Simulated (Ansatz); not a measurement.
# GeH₃S (doublet): wave-function methods side by side at distance Ge1–S2 = 2.685 Å, cc-pVDZ

One table from this session's results is given with a row withheld; the runs are named, their logs left out.

Program: Ansatz 0.2.0, Gaussian basis. Level of theory: cc-pVDZ, core rule «outside noble gas», up to 19 orbitals frozen. These are calculated values, not measurements.

Plan: UHF; CCSD(T) on ROHF; CCSD(T) on UHF; BCCD(T) on ROHF; CISD; CCSDT(Q) on ROHF; CCSDT(Q) on UHF; CASSCF and MRCISD+Q, 3 electrons in 3 orbitals; CASSCF and NEVPT2, 3 electrons in 3 orbitals.

17 further runs of the same task are left out: 2 for a mislabelled method, 11 that didn't finish, 4 set aside as unsound or not needed.

## The system

The geometry derives from a PBE0/def2-TZVP stationary point (not a proven minimum). One bond is set to the value named and the two fragments are kept rigid. No spin-orbit coupling is included. The filled d shell of Ge may be among the frozen orbitals whatever the setting's name suggests; the logs give the count.

5 atoms, charge 0, spin multiplicity 2.

Atoms are counted from 1 here; the program's logs count them from 0.

Bond lengths: Ge1–S2 2.685 Å, Ge1–H3 1.550 Å, Ge1–H4 1.545 Å, S2–H5 1.343 Å. Angles: S2–Ge1–H3 109.5°, S2–Ge1–H4 104.7°, H3–Ge1–H4 110.8°, Ge1–S2–H5 94.4°.

The first run:

Contents of in.yaml:

```yaml
crystal:
  periodic: [false, false, false]
  atoms:
    - {symbol: Ge, position_ang: [0.042301, 0.023775, 0.815488]}
    - {symbol: S, position_ang: [-0.057573, -0.088188, -1.865317]}
    - {symbol: H, position_ang: [-0.838460, 1.196672, 1.316832]}
    - {symbol: H, position_ang: [-0.531110, -1.332291, 1.285397]}
    - {symbol: H, position_ang: [0.152551, 1.227704, -2.032426]}
basis:
  gaussian: {orbitals: cc-pVDZ}
magnetization: {spin_polarized: true, initial_magnetization: 1}
hamiltonian: {xc: hf}
output: {orbitals: {seedname: orbitals}}
```

Launch:

```sh
$ ansatz run in.yaml --threads 1 --pin off --events-out ev --progress --plain --max-ram 2393MiB
```

Steps of the session up to this table: UHF; CCSD(T) on ROHF; CCSD(T) on UHF; BCCD(T) on ROHF; CISD; CCSDT(Q) on ROHF; CCSDT(Q) on UHF; CASSCF and MRCISD+Q, 3 electrons in 3 orbitals; CASSCF and NEVPT2, 3 electrons in 3 orbitals.

One table of the session follows, with a row left open; its other results are not shown here.

| method | from UCCSDT(Q) (kcal/mol) |
| --- | --- |
| ROHF | +167.66 |
| UHF | +166.24 |
| RMP2 | +30.30 |
| UMP2 | ? |
| CISD | +21.26 |
| RCCSD | +6.26 |
| UCCSD | +6.14 |
| RCCSD(T) | +1.38 |
| UCCSD(T) | +1.33 |
| BCCD(T) | +1.40 |
| RCCSDT | +0.50 |
| UCCSDT | +0.42 |
| RCCSDT(Q) | +0.11 |
| UCCSDT(Q) | 0 |
| CASSCF pair | +156.40 |
| NEVPT2 pair | +28.54 |
| MRCISD pair | +18.06 |
| MRCISD+Q pair | +2.27 |

Q: Estimate the row for UMP2 from the others.

The run gave: from UCCSDT(Q) (kcal/mol): +30.49. In the column «from UCCSDT(Q) (kcal/mol)» it lies between RMP2 (+30.30) and CASSCF pair (+156.40).

Among the levels timed on like hardware and quicker than the yardstick, those that no quicker one beats, quickest first: NEVPT2 pair (3.4 s, +28.54 kcal/mol); MRCISD+Q pair (3.8 s, +2.27 kcal/mol); BCCD(T) (6 s, +1.40 kcal/mol); RCCSD(T) (10 s, +1.38 kcal/mol); UCCSD(T) (15 s, +1.33 kcal/mol).

Caveats from the session: Of the multireference levels listed MRCISD+Q pair comes nearest in total energy (+2.27 kcal/mol), which doesn't show that its space is the better one. Restricted and unrestricted rows rest on different reference determinants; where their highest levels disagree by more than a few hundredths of an eV, they describe different states and don't form one ladder.
